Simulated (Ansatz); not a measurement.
Crystal: Ge2Sb2Te5.

```xyz
9
Lattice="6.8391 -3.0660 0.0000 6.8391 3.0660 0.0000 -6.8310 0.0000 6.8476" Properties=species:S:1:pos:R:3 pbc="T T T"
Te    5.4948    0.0000    2.6461
Te    9.5385    0.0000    1.3429
Te    0.0699    0.0000    0.0441
Te   -2.7069    0.0000    5.5452
Te    1.3918    0.0000    4.0888
Sb    8.3181    0.0000    4.0255
Sb   -1.3207    0.0000    2.8579
Ge    2.6055    0.0000    1.2862
Ge    6.7274    0.0000    0.0756
```

The cell comes from a database or a generator and needn't be the stable form of this composition.

```yaml
Program: Ansatz 0.2.0
Task: relaxation of cell and atoms
Functional: LDA
Potentials_or_basis: Ansatz PAW
Cutoff: "420 eV (not typed: the program's choice for these potentials)"
k_mesh: 5 × 5 × 4
Occupations: fermi-dirac, width 0.05 eV
Spin: no spin polarisation
```

At the start: volume 31.91 Å³/atom.

Question: How do energy, volume and symmetry change on relaxing?

Answer: It ends after 11 steps and the volume is 29.18 Å³/atom (-8.5 %); space group Cm (No. 8, to 0.05 Å).

The path:
```csv
step,energy change (eV),largest force (eV/Å),volume (Å³)
1,0.0000,0.2418,287.17
2,-0.1836,0.4241,250.72
3,-0.2920,0.0562,263.94
4,-0.2958,0.0389,262.07
5,-0.2963,0.0608,262.11
6,-0.2976,0.0487,261.73
7,-0.2983,0.0427,262.05
8,-0.2989,0.0207,262.32
9,-0.2991,0.0105,262.51
10,-0.2992,0.0095,262.65
11,-0.2940,0.0094,262.65
```

Final structure:
```cif
data_structure
_symmetry_space_group_name_H-M 'P 1'
_symmetry_Int_Tables_number 1
_cell_length_a 7.2893
_cell_length_b 7.2893
_cell_length_c 9.4181
_cell_angle_alpha 130.475
_cell_angle_beta 130.475
_cell_angle_gamma 48.318
_cell_volume 262.65
loop_
_atom_site_label
_atom_site_type_symbol
_atom_site_fract_x
_atom_site_fract_y
_atom_site_fract_z
_atom_site_occupancy
Te1 Te 0.59699 0.59699 0.39277 1
Te2 Te 0.79440 0.79440 0.18337 1
Te3 Te 0.00060 0.00060 0.99898 1
Te4 Te 0.21309 0.21309 0.81646 1
Te5 Te 0.41166 0.41166 0.60241 1
Sb1 Sb 0.89405 0.89405 0.57756 1
Sb2 Sb 0.11302 0.11302 0.42490 1
Ge1 Ge 0.27889 0.27889 0.19170 1
Ge2 Ge 0.49731 0.49731 0.01185 1
```

Caveat: the plane-wave basis is chosen anew once the cell has moved, so the energies of steps on either side of that aren't comparable; the PAW data sets come from PBE, with cores solved anew for the run's functional, which leaves a small shift of forces and pressure.
